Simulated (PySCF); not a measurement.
# KS⁺ (triplet): basis, grid and Hamiltonian

Aim: see how much the energy and properties of KS⁺ (triplet) depend on the numerical set-up.

Program: PySCF 2.14.0. Level of theory: method and basis as typed in the scripts. These are calculated values, not measurements.

1 further run of the same task is left out (it didn't finish).

### Step 1. Where the work starts

KS⁺ (triplet): 2 atoms, charge 1, spin multiplicity 3.

Bond lengths: K1–S2 2.818 Å.

### Step 2. Base script

Contents of input.py:

```python
from pyscf import gto, scf, cc

mol = gto.M(
    atom='K 0 0 0; S 0 0 2.818',
    basis='6-31+g*',
    charge=1,
    spin=2,
    verbose=4,
)
mf = scf.UHF(mol)
mf.kernel()
mycc = cc.CCSD(mf)
mycc.kernel()
mf.dip_moment()
print('orbital energies (hartree):', [e[max(0, n-3):n+3].round(4) for e, n in zip(mf.mo_energy, mol.nelec)])
```

Run with:

```
$ python input.py
```

Its log is not repeated here.

In short: E(SCF) = -996.441834 Eh, 9 cycles, E(CCSD) − E(SCF) = -0.11361 Eh, ⟨S²⟩ = 2.007.

The bond length is a typed value, not an optimised one. The dipole of an ion depends on the origin. The triplet is typed in the script; nothing here shows that it is the ground state.

### Step 3. Spin-free X2C on

Edit 1 changes spin-free X2C: off → on.

Contents of input.py:

```python
from pyscf import gto, scf, cc

mol = gto.M(
    atom='K 0 0 0; S 0 0 2.818',
    basis='6-31+g*',
    charge=1,
    spin=2,
    verbose=4,
)
mf = scf.UHF(mol)
mf = mf.sfx2c1e()
mf.kernel()
mycc = cc.CCSD(mf)
mycc.kernel()
mf.dip_moment()
print('orbital energies (hartree):', [e[max(0, n-3):n+3].round(4) for e, n in zip(mf.mo_energy, mol.nelec)])
```

Run with:

```
$ python input.py
```

### Step 4. Sto-3g

Edit 2 changes basis set: 6-31+g* → sto-3g.

Changes to input.py since step 2:

```diff
@@ -4,3 +4,3 @@
     atom='K 0 0 0; S 0 0 2.818',
-    basis='6-31+g*',
+    basis='sto-3g',
     charge=1,
```

### Step 5. 6-31g*

Edit 3 changes basis set: 6-31+g* → 6-31g*.

Changes to input.py since step 2:

```diff
@@ -4,3 +4,3 @@
     atom='K 0 0 0; S 0 0 2.818',
-    basis='6-31+g*',
+    basis='6-31g*',
     charge=1,
```

### Step 6. Cartesian functions on

Edit 4 changes Cartesian functions: off → on.

Changes to input.py since step 2:

```diff
@@ -7,2 +7,3 @@
     spin=2,
+    cart=True,
     verbose=4,
```

### Step 7. X2c-svpall (X2C on)

Edit 5 changes basis set: 6-31+g* → x2c-svpall; spin-free X2C: off → on.

Changes to input.py since step 2:

```diff
@@ -4,3 +4,3 @@
     atom='K 0 0 0; S 0 0 2.818',
-    basis='6-31+g*',
+    basis='x2c-svpall',
     charge=1,
@@ -10,2 +10,3 @@
 mf = scf.UHF(mol)
+mf = mf.sfx2c1e()
 mf.kernel()
```

**Question.** What will these runs give? Wanted: for each run, E(SCF); from base; gap, α spin; after the SCF.

As calculated:

| run | E(SCF) (hartree) | from base (eV) | cycles | gap, α spin (eV) | functions | after the SCF |
| --- | --- | --- | --- | --- | --- | --- |
| base | -996.441834 | 0 | 9 | 12.84 | 48 | CCSD correlation -3.091 eV |
| spin-free X2C on | -999.405560 | -80.6471 | 9 | 12.83 | 48 | CCSD correlation -3.086 eV |
| sto-3g | -986.187710 | +279.0289 | 8 | 13.74 | 22 | CCSD correlation -0.488 eV |
| 6-31g* | -996.441267 | +0.0154 | 9 | 12.85 | 40 | CCSD correlation -3.056 eV |
| Cartesian functions on | -996.443726 | -0.0515 | 9 | 12.85 | 50 | CCSD correlation -3.285 eV |
| x2c-svpall (X2C on) | -999.649973 | not comparable | 8 | 12.89 | 42 | CCSD correlation -4.286 eV |

What this shows: Of the runs whose energies can be compared, “sto-3g” moves the SCF energy most (+279.029 eV). Scalar relativity lowers the total energy by 80.65 eV, nearly all of it in the inner shells; a basis contracted without relativity catches only part of it. sto-3g (22 functions) gives an energy 279.03 eV higher than 6-31+g* (48). 6-31g* (40 functions) gives an energy 0.02 eV higher than 6-31+g* (48).
